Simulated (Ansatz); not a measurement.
This script drives the Ansatz DFT code, driven from Python.

The script, `ch5gei_states.py`:
```python
"""Restricted and unrestricted solutions of CH5GeI, stretched and not."""

import ansatz as az
import numpy as np

GEOMETRY = """
C    -0.54350    0.79970   -0.28760
Ge    0.36860   -0.80370    0.07730
I     1.88210   -0.43280    2.04480
H     0.20640    1.66140   -0.54010
H    -1.18800    1.12690    0.57130
H    -1.26740    0.70250   -1.16650
H     1.23540   -1.20190   -1.15900
H    -0.60150   -1.90930    0.40390
"""

mol = az.Crystal.molecule()
for line in GEOMETRY.strip().splitlines():
    symbol, *xyz = line.split()
    mol = mol.atom(symbol, [float(v) for v in xyz])
symbols = [site.symbol for site in mol.cartesian_sites]

start = np.array([site.position_ang for site in mol.cartesian_sites])
for factor in [1.0, 1.3]:
    xyz = (start - start.mean(axis=0)) * factor
    scaled = az.Crystal.molecule()
    for symbol, place in zip(symbols, xyz):
        scaled = scaled.atom(symbol, place.tolist())
    setup = scaled.calculation().basis(gaussian="def2-SVP").functional("pbe0").spin("collinear")
    for search in ("off", "standard"):
        try:
            r = setup.scf(lower_state_search=search).run().report
        except az.AnsatzError as error:
            print(f"x{factor} search {search}: {type(error).__name__}")
            continue
        state = r["mean_field"]["state"]
        print(f"all distances x{factor}, search {search:8s} E = {r['free_energy_ev']:.5f} eV  <S^2> = {abs(state['spin_squared']):.3f}  other states met: {len(r['mean_field']['others'])}")
```

It is started by `python ch5gei_states.py`. Estimate its wall time and peak memory on 1 thread of Arm Neoverse V2, with other jobs on the host.

It took about 20 s, with a peak of 0.38 GiB, for 4 runs of the engine.

```console
$ python ch5gei_states.py
all distances x1.0, search off      E = -65722.58990 eV  <S^2> = 0.000  other states met: 0
all distances x1.0, search standard E = -65722.58990 eV  <S^2> = 0.000  other states met: 0
all distances x1.3, search off      E = -65714.30982 eV  <S^2> = 0.000  other states met: 0
all distances x1.3, search standard E = -65714.30982 eV  <S^2> = 0.000  other states met: 3
```

Caveats:
- Total energies depend on the basis set; only differences at equal settings carry meaning.
- The count of other states can hold repeated and symmetry-equivalent ends of the search; scaling all distances is a test, and for more than two atoms no physical path.
- The geometry comes from a force field and isn't relaxed at this level.
- def2 sets replace the cores of elements past krypton by effective core potentials.

(Lines on the test bed's own set-up are left out of the output.)
